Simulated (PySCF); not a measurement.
**A diatomic session: AsO**

An exercise on one series of results from a longer session: the logs are not shown, and one member is left open.

The runs use PySCF 2.14.0; As def2-TZVPP, O def2-TZVPP, no relativity.

Set-up of the first run:

The job is set up so:

| Property | Result |
| --- | --- |
| atoms | As, O |
| charge | 0 |
| basis | As def2-TZVPP, O def2-TZVPP |
| Hamiltonian | no relativity |
| basis functions | 79 |
| electrons treated | 41 |
| masses in u | 74.9216, 15.9949 |
| levels | PBE0, PBE, r²SCAN, TPSS, MN15, revPBE, LDA, ωB97X-V, HF, MP2, SCS-MP2, CCSD, CCSD(T) |
| grid | 80 radial by 434 angular points |
| occupations | held fixed by the projection of orbital angular momentum |
| dissociation limit | As + O, each in its ground configuration |
| starting distance in angstrom | 1.775 |
| values of 2S to try | 1, 3, 5 |

Started as:

```
$ OMP_NUM_THREADS=1 python dia.py task.json out
```

Among the steps run: The job; The PBE0 curve of the state that the search chose; Excited determinants; PBE (GGA); r²SCAN (meta-GGA); TPSS (meta-GGA); MN15 (hybrid meta-GGA); revPBE (GGA); LDA; ωB97X-V; UHF; MP2 and coupled cluster.

One of the session's tables, all rows but one given; the rest of the session is left out.

Energy (eV) from each level's lowest point:

```
R (Å)    UHF  UHF-MP2  UHF-SCS-MP2  UHF-CCSD  UHF-CCSD(T)
1.392  1.642    2.231        2.201       n/a          n/a
1.457  0.614    1.049        1.025     0.898        1.007
1.522  0.117    0.375        0.358     0.278        0.347
1.570      ?        ?            ?         ?            ?
1.619  0.045    0.000        0.000     0.000        0.000
1.668  0.215    0.004        0.013     0.059        0.020
1.732  0.580    0.142        0.163     0.275        0.178
1.813  1.187    0.464        0.498     0.690        0.515
1.910  2.031    0.996        1.038     1.308        1.026
2.040  3.204    2.047        2.077       n/a          n/a
```

**Question.** Estimate the row for R (Å) = 1.570.

Worked estimate for «UHF». A straight line through the neighbours (1.522, 0.117) and (1.619, 0.045) gives 0.117 + (0.045 − 0.117) × (1.570 − 1.522) / (1.619 − 1.522) = 0.081; a parabola fitted to 4 rows on both sides gives -0.008.

**Answer.** UHF: 0.000; UHF-MP2: 0.116; UHF-SCS-MP2: 0.109; UHF-CCSD: 0.061; UHF-CCSD(T): 0.097. In «UHF» the line misses by +0.081 and the parabola by -0.008.

To keep in mind: At some levels the lowest empty orbital lies below the highest filled one (the two can be of opposite spin).
